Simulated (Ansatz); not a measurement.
**BrCl2GeH: vertical spin-state energies, by script**

Which spin state of BrCl2GeH lies lowest at this geometry? Aim: vertical spin-state energies, for BrCl2GeH, run from a script.

Computed with the Python package of Ansatz 0.2.0. Level of theory: B3LYP/def2-SVPD.

**1. The structure**

Bond lengths: Cl1–Ge2 2.149 Å, Ge2–Cl3 2.146 Å, Ge2–Br4 2.288 Å, Ge2–H5 1.549 Å. Angles: Cl1–Ge2–Cl3 107.9°, Cl1–Ge2–Br4 112.5°, Cl1–Ge2–H5 110.4°, Cl3–Ge2–Br4 108.4°, Cl3–Ge2–H5 109.8°, Br4–Ge2–H5 107.9°.

Input file brcl2geh.xyz:

```xyz
5

Cl   -1.13730   -0.10040    1.79340
Ge    0.07940    0.08730    0.03220
Cl    1.27770   -1.68580   -0.13200
Br   -1.16620    0.29440   -1.87570
H     0.99630    1.33090    0.14060
```

**2. The script**

brcl2geh_spin.py reads:

```python
'''Vertical spin-state energies of BrCl2GeH.'''

import logging
import sys

import ansatz as az

logging.basicConfig(stream=sys.stdout, format='%(levelname)s:%(name)s:%(message)s')
logger = logging.getLogger('calc')
logger.setLevel(logging.INFO)


def main() -> None:
    brcl2geh = az.Crystal.molecule_from_extxyz('brcl2geh.xyz')

    job = brcl2geh.calculation().basis(gaussian='def2-SVPD').functional('b3lyp')
    found = {}
    for unpaired in [0, 2]:
        data = job.spin('collinear', total=unpaired).run(threads=1, pin='off').report
        s = unpaired / 2
        found[unpaired] = data['free_energy_ev']
        logger.info(f'2S+1 = {unpaired + 1}: E = {found[unpaired]:.5f} eV, <S^2> = {abs(data["mean_field"]["state"]["spin_squared"]):.3f} (pure state {s * (s + 1):.2f})')
    lowest = min(found, key=found.get)
    for unpaired, e in found.items():
        logger.info(f'multiplicity {unpaired + 1}: {96.485332 * (e - found[lowest]):.1f} kJ/mol above the lowest')


if __name__ == '__main__':
    main()
```

**3. The input behind the calls**

The package turns the script's settings into the engine's input (first run):

```yaml
crystal:
  periodic: [false, false, false]
  atoms:
    - { symbol: Cl, position_ang: [-1.1373, -0.1004, 1.7934] }
    - { symbol: Ge, position_ang: [0.0794, 0.0873, 0.0322] }
    - { symbol: Cl, position_ang: [1.2777, -1.6858, -0.132] }
    - { symbol: Br, position_ang: [-1.1662, 0.2944, -1.8757] }
    - { symbol: H, position_ang: [0.9963, 1.3309, 0.1406] }
basis:
  gaussian:
    orbitals: def2-SVPD
hamiltonian:
  xc: b3lyp
magnetization:
  spin_polarized: true
  initial_magnetization: 0.0
```

**4. The run**

Command:

```
> python brcl2geh_spin.py
```

**Question.** Which spin state is lowest at this geometry, and how far above lie the others?

As calculated:

| quantity | value |
| --- | --- |
| runs compared | 2 |
| lowest | run 1 (2S+1 = 1) |
| next above it by | 5.223 eV |

In words: In order: multiplicity 1 (+0.00 eV) and multiplicity 3 (+5.22 eV), all at the one geometry. Caveats:
- The geometry is a force-field or estimated start, not a minimum of this method, and the basis set is short of its limit. All parts are taken at fixed geometry, without zero-point energy.
- b3lyp holds the VWN-RPA fit, as in Gaussian; the form of ORCA and Turbomole is b3lyp5.
